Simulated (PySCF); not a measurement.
# From one method to the next for RbO

Aim: see what other levels and later steps give for RbO.

The runs use PySCF 2.14.0; each script names its method and basis.

4 further runs of the same task are left out: 4 that didn't finish.

## (1) Starting geometry

RbO: 2 atoms, charge 0, spin multiplicity 2.

Bond lengths: Rb1–O2 2.474 Å.

## (2) The run that the others are compared with

Contents of input.py:

```python
from pyscf import gto, dft

mol = gto.M(
    atom='Rb 0 0 0; O 0 0 2.474',
    basis='crenbl',
    ecp={'Rb': 'crenbl', 'O': 'crenbl'},
    charge=0,
    spin=1,
    verbose=3,
)
mf = dft.UKS(mol, xc='tpssh')
mf.kernel()
mf.mulliken_pop()
mf.dip_moment()
print('orbital energies (hartree):', [e[max(0, n-3):n+3].round(4) for e, n in zip(mf.mo_energy, mol.nelec)])
```

The run is started by

```console
OMP_NUM_THREADS=1 python input.py
```

## (3) MP2 (UHF)

Variant 1 changes step after the SCF: analyze → mp2; SCF type: UKS → UHF; functional: tpssh → none (Hartree–Fock).

Changes to input.py since step 2:

```diff
@@ -1,2 +1,2 @@
-from pyscf import gto, dft
+from pyscf import gto, scf, mp
 
@@ -10,5 +10,5 @@
 )
-mf = dft.UKS(mol, xc='tpssh')
+mf = scf.UHF(mol)
 mf.kernel()
-mf.mulliken_pop()
+mp.MP2(mf).kernel()
 mf.dip_moment()
```

## (4) Scan

Variant 2 changes functional: tpssh → scan.

Changes to input.py since step 2:

```diff
@@ -10,3 +10,3 @@
 )
-mf = dft.UKS(mol, xc='tpssh')
+mf = dft.UKS(mol, xc='scan')
 mf.kernel()
```

## (5) Lc_wpbe

Variant 3 changes functional: tpssh → lc_wpbe.

Changes to input.py since step 2:

```diff
@@ -10,3 +10,3 @@
 )
-mf = dft.UKS(mol, xc='tpssh')
+mf = dft.UKS(mol, xc='lc_wpbe')
 mf.kernel()
```

## (6) R2scan

Variant 4 changes functional: tpssh → r2scan.

Changes to input.py since step 2:

```diff
@@ -10,3 +10,3 @@
 )
-mf = dft.UKS(mol, xc='tpssh')
+mf = dft.UKS(mol, xc='r2scan')
 mf.kernel()
```

Q: Predict the outcome of this session. Wanted: for each run, E(SCF); from base; SCF dipole; after the SCF.

The runs gave:

| run | E(SCF) (hartree) | from base (eV) | SCF dipole (D) | after the SCF |
| --- | --- | --- | --- | --- |
| base | -39.957506 | 0 | 8.51 | n/a |
| MP2 (UHF) | -39.427932 | not comparable | 10.90 | MP2 correlation -3.440 eV |
| scan | -39.965392 | not comparable | 8.17 | n/a |
| lc_wpbe | -40.007160 | not comparable | 10.48 | n/a |
| r2scan | -39.962767 | not comparable | 8.18 | n/a |

Total energies of different functionals can't be compared with each other; differences within one functional can.
